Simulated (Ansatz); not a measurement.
# HO4Re: the cost of one run

Program: Ansatz 0.2.0, Gaussian basis. Level of theory: RKS PBE0-D4/def2-TZVP. These are calculated values, not measurements.

Levels to be run: relaxation at PBE0-D4/def2-TZVP; harmonic vibrations at the same level.

1 further run of the same task is left out (set aside as unsound or not needed).

### 1 Where the work starts

SMILES `[O]=[Re](=[O])(=[O])[OH]`, 6 atoms, charge 0, spin multiplicity 1.

Atoms are counted from 1 here; the program's logs count them from 0.

Bond lengths: O1–Re2 1.667 Å, Re2–O3 1.667 Å, Re2–O4 1.667 Å, Re2–O5 1.766 Å, O5–H6 0.956 Å. Angles: O1–Re2–O3 105.5°, O1–Re2–O4 105.5°, O1–Re2–O5 113.2°, O3–Re2–O4 105.5°, O3–Re2–O5 113.2°, O4–Re2–O5 113.2°, Re2–O5–H6 178.2°.

Geometry (Å):

```xyz
6
HO4Re
O     0.1200   -0.9514    1.6065
Re    0.0031   -0.4188    0.0309
O    -1.3820   -1.1216   -0.5752
O     1.2649   -1.1457   -0.7811
O     0.0082    1.3419   -0.1105
H    -0.0141    2.2956   -0.1707
```

The start is a GFN2-xTB geometry. Re takes the def2 core potential; no spin-orbit term is included.

### 2 Geometry optimisation, PBE0-D4/def2-TZVP

File in.yaml:

```yaml
crystal:
  periodic: [false, false, false]
  atoms:
    - {symbol: O, position_ang: [0.119960, -0.951390, 1.606510]}
    - {symbol: Re, position_ang: [0.003110, -0.418840, 0.030940]}
    - {symbol: O, position_ang: [-1.382020, -1.121570, -0.575180]}
    - {symbol: O, position_ang: [1.264890, -1.145720, -0.781050]}
    - {symbol: O, position_ang: [0.008160, 1.341880, -0.110550]}
    - {symbol: H, position_ang: [-0.014100, 2.295640, -0.170690]}
basis:
  gaussian: {orbitals: def2-TZVP}
hamiltonian: {xc: pbe0, dispersion: d4}
relax: {f_tol: 0.005, max_steps: 150}
```

The run is started by

```console
ansatz run in.yaml --threads 4 --pin off --events-out ev --progress --plain --max-ram 10444MiB
```

What time and memory should one allow on 4 threads of Arm Neoverse V1, shared host?

About 34 s, with a peak of 0.38 GiB.
